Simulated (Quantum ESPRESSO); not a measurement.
PtSe in Quantum ESPRESSO: the effect of functional

Crystal: PtSe.

```xyz
2
Lattice="0.0000 2.7984 2.7984 2.7984 0.0000 2.7984 2.7984 2.7984 0.0000" Properties=species:S:1:pos:R:3 pbc="T T T"
Pt    2.7984    2.7984    2.7984
Se    0.0000    0.0000    0.0000
```

The cell comes from a database or a generator and needn't be the stable form of this composition.

Alike in all runs:

* Program: Quantum ESPRESSO 7.5
* Task: phonons
* Cutoff: 612 eV
* Density cutoff: 4898 eV
* k mesh: 4 × 4 × 4, shifted
* Occupations: fermi-dirac, width 0.05 eV
* Spin: no spin polarisation

Each run relaxes the cell or the atoms first.

| functional | potentials or basis | relaxed volume (Å³/atom) | highest phonon frequency (cm⁻¹) |
| --- | --- | --- | --- |
| LDA | GBRV 1.5 LDA | 17.28 | 158 |
| PBEsol | GBRV 1.5 PBEsol | ? | ? |
| RPBE | GBRV 1.5 PBE | 18.81 | 127 |
| revPBE | GBRV 1.5 PBE | 18.69 | 129 |
| BLYP | GBRV 1.5 PBE | 19.81 | 115 |
| vdW-DF-cx | GBRV 1.5 PBE | 17.81 | 154 |

What does the run with functional PBEsol give?

Relaxed volume 17.61 Å³/atom; highest phonon frequency 152 cm⁻¹.

Caveats: all runs use coarse meshes; the mesh is thin for the phonons of a metal; the potentials were made for another functional, which shifts forces and pressure (some runs); the volume moved by over 15 % at a fixed basis, so the end points are rough (some runs).

Runs at the PBE level aren't shown here.
